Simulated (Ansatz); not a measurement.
# C4HF5: the cost of one run

Method: the settings change from run to run; program: Ansatz 0.2.0, Gaussian basis.

### Step 1. The geometry

An earlier PBE0-D4 in a triple-zeta def2 set relaxation fixed the geometry.

10 atoms, charge 0, spin multiplicity 1.

Atoms are counted from 1 here; the program's logs count them from 0.

Bond lengths: F1–C2 1.351 Å, C2–F3 1.351 Å, C2–C4 1.463 Å, C2–H10 1.095 Å, C4–C5 1.196 Å, C5–C6 1.464 Å, C6–F7 1.332 Å, C6–F8 1.334 Å, C6–F9 1.334 Å. Angles: F1–C2–F3 108.1°, F1–C2–C4 110.1°, F1–C2–H10 108.4°, F3–C2–C4 110.1°, F3–C2–H10 108.4°, C4–C2–H10 111.5°, C2–C4–C5 177.8°, C4–C5–C6 179.5°, C5–C6–F7 111.1°, C5–C6–F8 110.9°, C5–C6–F9 110.9°, F7–C6–F8 107.9°, F7–C6–F9 107.9°, F8–C6–F9 107.9°.

### Step 2. wB97X-V/def2-TZVPP

Options: atoms shaken by 0.08 Å, high accuracy, the search for lower states set to light.

in.yaml

```yaml
crystal:
  periodic: [false, false, false]
  atoms:
    - {symbol: F, position_ang: [2.708262, -0.314555, 0.398778]}
    - {symbol: C, position_ang: [1.948377, -0.506928, -0.503605]}
    - {symbol: F, position_ang: [1.968734, -1.972630, -0.896091]}
    - {symbol: C, position_ang: [0.598320, -0.138549, -0.102141]}
    - {symbol: C, position_ang: [-0.365444, 0.166600, 0.262057]}
    - {symbol: C, position_ang: [-1.785572, 0.486172, 0.500525]}
    - {symbol: F, position_ang: [-2.208833, 0.022535, 1.587301]}
    - {symbol: F, position_ang: [-2.797738, 0.335213, -0.541774]}
    - {symbol: F, position_ang: [-2.056406, 1.911224, 0.680409]}
    - {symbol: H, position_ang: [2.245842, 0.002817, -1.438718]}
basis:
  gaussian: {orbitals: def2-TZVPP}
hamiltonian: {xc: {name: wB97X-V}}
accuracy: high
scf: {lower_state_search: light}
output: {forces: true}
```

Run with:

```
$ ansatz run in.yaml --threads 4 --pin off --events-out ev --progress --plain --max-ram 11315MiB
```

Q: Estimate wall time and peak memory on 4 threads of Arm Neoverse V1, shared host.

About 84 s, with a peak of 2.9 GiB.
